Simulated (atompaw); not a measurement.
# Ga: generating and testing a PAW (atompaw) potential

Aim: build the potential from the settings below, then test how well it stands in for the atom: scattering, ghost states and the plane-wave cutoff that it needs.

Program: atompaw 4.2.0.5. Reference atom: LDA (PW92), scalar-relativistic, spherical and spin-unpolarised. All values are calculated.

## (1) The atom and the settings

The settings as typed:

```
element                 : gallium (Ga, Z = 31)
type                    : PAW
frozen core             : [Ne]
valence charge          : 21
reference configuration : 3s2 3p6 3d10 4s2 4p1
partial waves           : 3s (bound): rc 0.75 bohr; 4s (bound): rc 1.50 bohr; 3p (bound): rc 0.75 bohr; 4p (bound): rc 1.50 bohr; 3d (bound): rc 1.50 bohr; 3d channel at 0.1 Ry: rc 0.95 bohr
local potential         : troulliermartins scheme with l = 3 at 0.5 Ry, radius 1.45 bohr
core correction         : smooth core density matched at 1.25 bohr
augmentation charge     : sinc compensation charge, radius 1.35 bohr; PAW radius 1.50 bohr; waves and projectors: custom rrkj gramschmidtortho
```

## (2) Generating the potential

Ga.input

```
Ga 31
LDA-PW scalarrelativistic loggrid 1500 logderivrange -13 5 451
4 4 3 0 0 0
4 1 1
0 0 0
c
c
v
v
c
v
v
v
2
1.50 1.35 1.45 1.25
n
n
y
0.1
n
custom rrkj gramschmidtortho sinc
3 0.5 troulliermartins
0.75
1.50
0.75
1.50
1.50
0.95
PWSCFOUT
UPFDX 0.0125d0 UPFXMIN -7.d0 UPFZMESH 31.d0
END
```

The run is started by

```sh
$ atompaw < Ga.input > Ga.log
```

Q: Predict the outcome of this session. Wanted: cutoffs for 10 and 1 mRy, occupied levels; bound ghosts; largest phase difference near zero energy, channels read; lowest eigenvalue of the overlap; share of valence orbitals outside the PAW sphere; UPF file.

The runs gave:

```
                                                quantity                                     value
               cutoffs for 10 and 1 mRy, occupied levels                         160 Ry and 260 Ry
                                            bound ghosts                            s at -36.66 eV
largest phase difference near zero energy, channels read                                 0.087 rad
         lowest eigenvalue of the overlap (Bessel basis)                                 0.209 (d)
        share of valence orbitals outside the PAW sphere  3s 0 %, 4s 84 %, 3p 1 %, 4p 95 %, 3d 8 %
                                                UPF file                                   written
```

**Reading.** It has a bound ghost (s), a state that the atom doesn't have, and that rules the file out. It counts as very hard, with 160 Ry needed at the looser tolerance. The slowest occupied level is 3p: taken alone it needs 160 Ry to come within 1 mRy, against 110 Ry for 3s. Of the channels read, s scatters worst near zero energy, by up to 0.09 rad (at the energies tabulated). The pseudo curves have a pole with no partner nearby in the atom's: s at -2.62 Ry. These are tests on the free atom; a crystal test is still owed.
